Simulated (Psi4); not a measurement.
# wB97X-V/cc-pVTZ run of AlH3Br− (SMILES [H][Al-]([H])([H])[Br])

What is the vertical singlet–triplet gap of AlH3Br− at wB97X-V/cc-pVTZ? 

The results are computed with Psi4 1.11.

### 1 Starting point

AlH3Br− has 5 atoms, charge -1, and is taken as a singlet. SMILES: `[H][Al-]([H])([H])[Br]`. The shape comes from GFN2-xTB, which is rough for such elements, and wasn't checked as a minimum.

Bond lengths: Al1–Br2 2.303 Å, Al1–H3 1.604 Å, Al1–H4 1.603 Å, Al1–H5 1.605 Å. Angles: Br2–Al1–H3 107.0°, Br2–Al1–H4 106.7°, Br2–Al1–H5 106.9°, H3–Al1–H4 112.0°, H3–Al1–H5 111.9°, H4–Al1–H5 111.9°.

### 2 A single-point energy at wB97X-V/cc-pVTZ

Input file calc.py:

```python
import psi4

psi4.set_memory('1600 MB')
psi4.set_num_threads(1)
psi4.set_output_file('psi4.out', False)

molecule = psi4.geometry("""
-1 1
Al    -0.00056692     0.00328812    -0.34258845
Br     0.02071140    -0.03671738     4.01001773
H      2.89445571     0.02091927    -1.24359097
H     -1.46516136     2.51798447    -1.18548189
H     -1.44943883    -2.50547449    -1.23835643
units au
symmetry c1
no_reorient
no_com
""")

options = {'basis': 'cc-pVTZ', 'reference': 'rks', 'puream': True, 'e_convergence': 1e-09, 'd_convergence': 1e-08, 'scf_type': 'pk', 'dft_radial_points': 99, 'dft_spherical_points': 590}
psi4.set_options(options)

E = psi4.energy("wb97x-v", molecule=molecule)
print('E =', round(E, 9))
```

The run is started by

```sh
$ python calc.py
```

psi4.out:

```text
[...]
  Running in c1 symmetry.
[...]
  Nuclear repulsion =  135.541420521586446
[...]
  Multiplicity = 1
[...]
  Nalpha       = 26
  Nbeta        = 26
[...]
    Number of basis functions: 119
[...]
   @RKS iter   1: -2818.01326199555160   -1.79088e+00   9.54879e-03 ADIIS/DIIS
[...]
   @RKS iter  10: -2818.27826589537517   -2.72848e-12   3.75951e-09 DIIS
[...]
    Orbital Energies [Eh]
    ---------------------
    Doubly Occupied:
       1A   -482.444889     2A    -62.320610     3A    -56.124637
       4A    -56.123734     5A    -56.123733     6A    -55.852879
       7A     -8.585956     8A     -6.409918     9A     -6.406707
      10A     -6.406703    11A     -4.026084    12A     -2.572488
      13A     -2.568758    14A     -2.568753    15A     -2.533652
      16A     -2.532603    17A     -2.532600    18A     -2.530039
      19A     -2.530038    20A     -0.690046    21A     -0.346241
      22A     -0.230271    23A     -0.229369    24A     -0.229295
      25A     -0.178536    26A     -0.178437
[...]
  @RKS Final Energy: -2818.27826589537517
   => Energetics <=
    Nuclear Repulsion Energy =            135.5414205215864456
    One-Electron Energy =               -4202.5997197849746954
    Two-Electron Energy =                1334.6480387868825801
    DFT Exchange-Correlation Energy =     -86.0839207639500330
    Empirical Dispersion Energy =           0.0000000000000000
    VV10 Nonlocal Energy =                  0.2159153450806042
    Total Energy =                      -2818.2782658953751707
[...]
 Multipole Moments:
 ------------------------------------------------------------------------------------
     Multipole            Electronic (a.u.)      Nuclear  (a.u.)        Total (a.u.)
 ------------------------------------------------------------------------------------
 L = 1.  Multiply by 2.5417464519 to convert [e a0] to [Debye]
 Dipole X            :         -0.7012488            0.6973846           -0.0038642
 Dipole Y            :          1.2180282           -1.2089335            0.0090947
 Dipole Z            :       -133.1382317          132.2295414           -0.9086903
 Magnitude           :                                                    0.9087440
[...]
```

Standard output:

```text
E = -2818.278265895
```

Wall time 2.8 min (1 thread of Intel Xeon Platinum 8124M at 3.00GHz (Skylake/Cascade Lake), shared host); peak memory 1.7 GiB.

### 3 The triplet at the same level

Input file job.in:

```
memory 1600 MB

molecule {
  -1 3
  Al
  Br 1 R2
  H 1 R3 2 A3
  H 1 R4 3 A4 2 D4
  H 1 R5 4 A5 3 D5

  R2 = 2.303425
  R3 = 1.604487
  A3 = 107.0095
  R4 = 1.603259
  A4 = 111.96653
  D4 = 116.63771
  R5 = 1.604683
  A5 = 111.93332
  D5 = -126.60325
  symmetry c1
  no_reorient
  no_com
}

set {
  basis cc-pVTZ
  reference uks
  puream true
  e_convergence 1e-09
  d_convergence 1e-08
  scf_type pk
  dft_radial_points 99
  dft_spherical_points 590
  maxiter 200
}

e = energy("wb97x-v")
```

The run is started by

```sh
$ psi4 job.in job.out -n 1
```

job.out:

```text
[...]
  Running in c1 symmetry.
[...]
  Nuclear repulsion =  135.541410448454229
[...]
  Multiplicity = 3
[...]
  Nalpha       = 27
  Nbeta        = 25
[...]
    Number of basis functions: 119
[...]
   @UKS iter   1: -2817.74041351005371   -1.51803e+00   9.61442e-03 DIIS/ADIIS
[...]
   @UKS iter  33: -2818.03148122977245   -1.39153e-10   6.51042e-09 DIIS
[...]
   @S^2 Observed:                2.010865002E+00
[...]
    Orbital Energies [Eh]
    ---------------------
    Alpha Occupied:
       1A   -482.476784     2A    -62.352356     3A    -56.156769
       4A    -56.155885     5A    -56.154989     6A    -55.889285
       7A     -8.618176     8A     -6.442288     9A     -6.440273
      10A     -6.437264    11A     -4.061788    12A     -2.608838
      13A     -2.606107    14A     -2.603205    15A     -2.566221
      16A     -2.565944    17A     -2.563587    18A     -2.562239
      19A     -2.561839    20A     -0.723551    21A     -0.414791
      22A     -0.305766    23A     -0.264627    24A     -0.258849
      25A     -0.235376    26A     -0.209103    27A      0.060367
    Alpha Virtual:
[...]
  @UKS Final Energy: -2818.03148122977245
   => Energetics <=
    Nuclear Repulsion Energy =            135.5414104484542293
    One-Electron Energy =               -4200.7651692206200096
    Two-Electron Energy =                1332.9760276640472512
    DFT Exchange-Correlation Energy =     -85.9985225239377371
    Empirical Dispersion Energy =           0.0000000000000000
    VV10 Nonlocal Energy =                  0.2147724022840843
    Total Energy =                      -2818.0314812297724529
[...]
 Multipole Moments:
 ------------------------------------------------------------------------------------
     Multipole            Electronic (a.u.)      Nuclear  (a.u.)        Total (a.u.)
 ------------------------------------------------------------------------------------
 L = 1.  Multiply by 2.5417464519 to convert [e a0] to [Debye]
 Dipole X            :          0.4090681            0.0003583            0.4094264
 Dipole Y            :         -0.2468747           -0.0029267           -0.2498014
 Dipole Z            :         12.6428685           -9.8868717            2.7559968
 Magnitude           :                                                    2.7974183
[...]
```

Run time: 6 min. Hardware: 1 thread of Intel Xeon Platinum 8124M at 3.00GHz (Skylake/Cascade Lake), shared host; peak memory 1.7 GiB.

### 4 Summary of results

At wB97X-V/cc-pVTZ:

| quantity | value |
| --- | --- |
| singlet: total energy | -2818.27827 Eh |
| singlet: HOMO energy | -4.86 eV |
| singlet: LUMO energy | 6.73 eV |
| singlet: HOMO–LUMO gap (to an unbound level, set by the basis) | 11.59 eV |
| triplet: total energy | -2818.03148 Eh |
| triplet: HOMO energy (highest over α and β) | 1.64 eV |
| triplet: ⟨S²⟩ | 2.011 |
| vertical energy of the triplet above the singlet | 6.715 eV |

**Reading.** At this shape the triplet lies 6.72 eV (648 kJ/mol) above the singlet. For an anion a state so high probably lies above electron detachment. The HOMO (triplet) lies at positive energy, 1.64 eV; only total energies tell whether the electron is bound.
